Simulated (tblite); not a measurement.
# C3H8F4SeSi2: the cost of one run

Programs: tblite 0.8.0 and PySCF 2.14.0, with density-fitted response routines of our own. Each step states its level of theory. These are calculated values for one molecule in the gas phase, unless marked as measured. Atoms are numbered from 0 throughout.

## 1. The starting structure

18 atoms, charge 0, multiplicity 1; geometry from: force field or distance geometry start.

Bonds of the start (Å): C0–C1 1.49, C1–Si2 1.88, Si2–Se3 2.27, Se3–Si4 2.27, Si4–F5 1.69, Si2–C6 1.85, C6–F7 1.40, C6–F8 1.39, C6–F9 1.39, C0–H10 1.10, C0–H11 1.12, C0–H12 1.12, C1–H13 1.10, C1–H14 1.12, Si2–H15 1.47, Si4–H16 1.48, Si4–H17 1.48.

## 2. Geometry optimisation with GFN2-xTB

Job settings and geometry (Å):

```
{"job": {"kind": "relax", "xc": "GFN2-xTB", "basis": "xTB"}, "charge": 0, "multiplicity": 1}
C     -2.888000     0.424100    -0.277700
C     -1.871400    -0.454700     0.368700
Si    -0.152600    -0.163700    -0.340900
Se     0.822600     1.405400     0.983800
Si     3.059800     1.564600     0.660500
F      3.342200     1.736800    -0.999900
C      0.811800    -1.744600    -0.412200
F      1.443500    -2.013400     0.803700
F      1.817900    -1.663800    -1.361000
F      0.017300    -2.836900    -0.754300
H     -2.648500     0.641700    -1.330900
H     -3.894500    -0.061600    -0.269400
H     -2.912700     1.378400     0.308700
H     -2.091700    -1.531800     0.310100
H     -1.851300    -0.173200     1.453700
H     -0.288300     0.311900    -1.726400
H      3.498800     2.796600     1.362200
H      3.776400     0.390700     1.209500
```

Command:

```bash
$ OMP_NUM_THREADS=1 python probes_run.py task.json out
```

One launch serves the whole session: the jobs run in the order shown.

Q: Estimate the wall time and peak memory of this first job on 1 thread of Arm Neoverse N1, shared host.

About 2.4 s, with a peak of 0.18 GiB.
